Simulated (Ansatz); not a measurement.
BCl3H3N, SMILES [NH3+][B-](Cl)(Cl)Cl, a geometry optimisation

Program: the Ansatz DFT code, driven from Python.

`bcl3h3n_opt.py`:
```python
"""Minimum-energy structure of BCl3H3N."""

from dataclasses import dataclass
import itertools
import warnings

import ansatz as az
from ase import Atoms
from ase.data import atomic_numbers, covalent_radii
import numpy as np


@dataclass
class Settings:
    basis_set: str = "def2-SVP"
    functional: str = "b3lyp"
    dispersion: str = "d3bj"


opts = Settings()


def main() -> None:
    warnings.simplefilter("ignore", az.DeckWarning)

    atoms = Atoms(["N", "B", "Cl", "Cl", "Cl", "H", "H", "H"], positions=[
        (-0.3254, -0.4088, 0.7148),
        (0.2674, 0.2633, -0.5421),
        (-0.6293, 1.8526, -0.981),
        (0.2159, -0.891, -1.982),
        (2.0641, 0.6177, -0.2277),
        (-0.3001, 0.3108, 1.5095),
        (0.1428, -1.2537, 0.945),
        (-1.3433, -0.5479, 0.5078),
    ])
    system = az.Crystal.molecule_from_ase(atoms)

    model = system.calculation()
    model = model.basis(gaussian=opts.basis_set)
    model = model.functional(opts.functional, dispersion=opts.dispersion)
    symbols = [site.symbol for site in system.cartesian_sites]
    start = np.array([site.position_ang for site in system.cartesian_sites], dtype=float)
    def progress(event):
        if event["event"] == "relax_step":
            row = event["data"]
            print(f"step {row['step']:3d}  E = {row['lagrangian_ev']:.6f} eV  largest force component {row['allowed_force_max_ev_ang']:.4f} eV/A")


    report = model.relax(force_tolerance=0.02).session().plan().execute(on_event=progress).report
    end = np.array(report["positions_ang"])

    print(f"E = {report['free_energy_ev']:.6f} eV = {report['free_energy_ev'] / 27.211386246:.7f} Ha")
    print("converged:", report["converged"], " doubts:", report["published_state_doubts"] or "none")

    # pairs closer than 1.2 times the sum of covalent radii, before or after
    radius = [covalent_radii[atomic_numbers[s]] for s in symbols]
    span = lambda where, i, j: np.linalg.norm(where[i] - where[j])
    bonded = [(i, j) for i, j in itertools.combinations(range(len(symbols)), 2) if min(span(start, i, j), span(end, i, j)) < 1.2 * (radius[i] + radius[j])]
    print("pair        before    after (A)")
    for i, j in bonded:
        print(f"{symbols[i]}{i}-{symbols[j]}{j}".ljust(10), f"{span(start, i, j):8.4f} {span(end, i, j):8.4f}")
    with open("bcl3h3n_opt.xyz", "w") as handle:
        handle.write(f"{len(symbols)}\nrelaxed BCl3H3N\n")
        handle.writelines(f"{s:2s} {x:11.6f} {y:11.6f} {z:11.6f}\n" for s, (x, y, z) in zip(symbols, end))


if __name__ == "__main__":
    main()
```

```console
$ python bcl3h3n_opt.py
step   1  E = -39775.444042 eV  largest force component 2.7752 eV/A
step   2  E = -39775.704238 eV  largest force component 0.8716 eV/A
step   3  E = -39775.771586 eV  largest force component 0.4493 eV/A
step   4  E = -39775.792635 eV  largest force component 0.0501 eV/A
step   5  E = -39775.792841 eV  largest force component 0.0027 eV/A
E = -39775.793060 eV = -1461.7334340 Ha
converged: True  doubts: none
pair        before    after (A)
N0-B1        1.5437   1.6286
N0-H5        1.0724   1.0250
N0-H6        0.9930   1.0250
N0-H7        1.0480   1.0250
B1-Cl2       1.8769   1.8389
B1-Cl3       1.8462   1.8388
B1-Cl4       1.8581   1.8388
```

File `bcl3h3n_opt.xyz` afterwards:
```text
8
relaxed BCl3H3N
N    -0.344794   -0.361182    0.686652
B     0.332827    0.312109   -0.632403
Cl   -0.647330    1.839600   -0.928134
Cl    0.146512   -0.958293   -1.948695
Cl    2.077520    0.629727   -0.146118
H    -0.283289    0.283782    1.480925
H     0.142066   -1.230719    0.926436
H    -1.331411   -0.572024    0.505637
```

Reading the output:
- Total energies depend on the basis set; only differences at equal settings carry meaning.
- The end point is the stationary point reached from this start; no frequency run checks that it is a minimum, and the basis set is modest.
- b3lyp holds the VWN-RPA fit, as in Gaussian; the form of ORCA and Turbomole is b3lyp5.
- It ran for 29 s on 1 thread of Arm Neoverse V1 (shared host), peak memory 0.29 GiB.
